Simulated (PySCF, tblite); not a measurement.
**C₂H₇OSi radical: geometry, infrared bands and EPR parameters**

Aim: predict the infrared bands and EPR parameters of C₂H₇OSi radical (`CCO[SiH2]`).

Programs: tblite 0.8.0 and PySCF 2.14.0, with density-fitted response routines of our own. Each step states its level of theory. These are calculated values for one molecule in the gas phase, unless marked as measured. Atoms count from 0, in the outputs and in this text.

### 1 Starting geometry

11 atoms, charge 0, multiplicity 2; geometry from: force field or distance geometry start.

Bonds of the start (Å): C0–C1 1.50, C1–O2 1.42, O2–Si3 1.65, C0–H4 1.09, C0–H5 1.10, C0–H6 1.10, C1–H7 1.09, C1–H8 1.11, Si3–H9 1.49, Si3–H10 1.49.

### 2 Geometry optimisation with GFN2-xTB

Job settings and geometry (Å):

```
{"job": {"kind": "relax", "xc": "GFN2-xTB", "basis": "xTB"}, "charge": 0, "multiplicity": 2}
C     -1.536200     0.666500     0.168100
C     -0.272200    -0.109700     0.402800
O      0.718200     0.316500    -0.525100
Si     2.218200    -0.372600    -0.495600
H     -1.907600     0.507700    -0.844800
H     -2.331800     0.367600     0.869100
H     -1.364300     1.747000     0.275500
H     -0.464300    -1.180400     0.291600
H      0.084700     0.066200     1.438300
H      2.798500    -0.161900     0.863200
H      2.062200    -1.844200    -0.684200
```

Launch:

```bash
> OMP_NUM_THREADS=1 python probes_run.py task.json out
```

This one command runs all jobs of the session in turn.

**Question.** This job is followed by: GFN2-xTB harmonic vibrations, gas phase; UKS B3LYP, pcH-1 on C H O Si, non-relativistic, mean-field spin-orbit, GIAO. Predict these results of the whole session: strongest single infrared mode (GFN2-xTB); zero-point energy (GFN2-xTB); g(iso) (B3LYP); ⟨S²⟩; largest a(iso) (averaged by class); potential on the surface of density 0.002 e/bohr³, 1st and 99th percentile.

**Answer**, as computed:

| quantity | value |
| --- | --- |
| strongest single infrared mode (GFN2-xTB) | 2275 cm⁻¹, 569 km/mol |
| zero-point energy (GFN2-xTB) | 52.6 kcal/mol |
| g(iso) (B3LYP) | 2.00260 |
| ⟨S²⟩ | 0.751 (exact 0.75) |
| largest a(iso) (averaged by class) | 29Si on Si3, -608.6 MHz |
| potential on the surface of density 0.002 e/bohr³, 1st and 99th percentile | -1.12 V and 0.91 V |

**Reading.** Relaxing lowered the energy by 0.109 eV in 33 steps; the close pair that moved most is Si3–H9, from 1.492 to 1.458 Å. No mode is imaginary among the 27: a minimum at this level. The strongest single mode, at 2275 cm⁻¹, moves mainly H9 and H10. Unscaled tight-binding wavenumbers are off by several per cent, some by more. Its intensities can rank the bands wrongly. Most of the unpaired spin sits on Si3 (0.94 e). The isotropic g lies 0.3 ppt above the free-electron value. These values are for one conformer; the search (at its own cheap level) found 1 more, at 0.07 kcal/mol, and measured spectra average over such forms.
